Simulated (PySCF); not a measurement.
# BGeH6P: the cost of one run

Programs: PySCF 2.14.0, with density-fitted response routines of our own. Each step states its level of theory. These are calculated values for one molecule in the gas phase, unless marked as measured. Atoms count from 0, in the outputs and in this text.

## 1. The starting structure

9 atoms, charge 0, multiplicity 1; geometry from: GFN2-xTB. The atoms were then displaced at random by about 0.01 Å, so the start is not that level's minimum.

Bonds of the start (Å): B0–P1 1.83, P1–Ge2 2.27, B0–H3 1.14, B0–H4 1.20, P1–H5 1.38, Ge2–H6 1.51, Ge2–H7 1.53, Ge2–H8 1.49.

## 2. Geometry optimisation at PBE0-D3(BJ)/def2-SVP

What the job is given:

```
{"job": {"xc": "PBE0", "basis": "def2-SVP", "d3": "d3bj", "grid": 1, "shake": 0.01, "kind": "geom"}, "charge": 0, "multiplicity": 1}
B     -1.715540    -0.377350    -0.280480
P     -0.625300     0.301700     1.023070
Ge     1.339860     0.424510    -0.110610
H     -2.375800    -1.283890    -0.090690
H     -1.851290     0.244270    -1.292170
H     -0.338230    -0.824050     1.765070
H      1.801150    -0.779730    -0.897340
H      2.474640     0.687500     0.883700
H      1.348320     1.589890    -1.034260
```

On the command line:

```bash
> OMP_NUM_THREADS=1 python probes_run.py task.json out
```

The driver reads the jobs from task.json and runs them one after another.

Q: Estimate the wall time and peak memory of this first job on 1 thread of Arm Neoverse V1, shared host.

About 36 s, with a peak of 0.39 GiB.
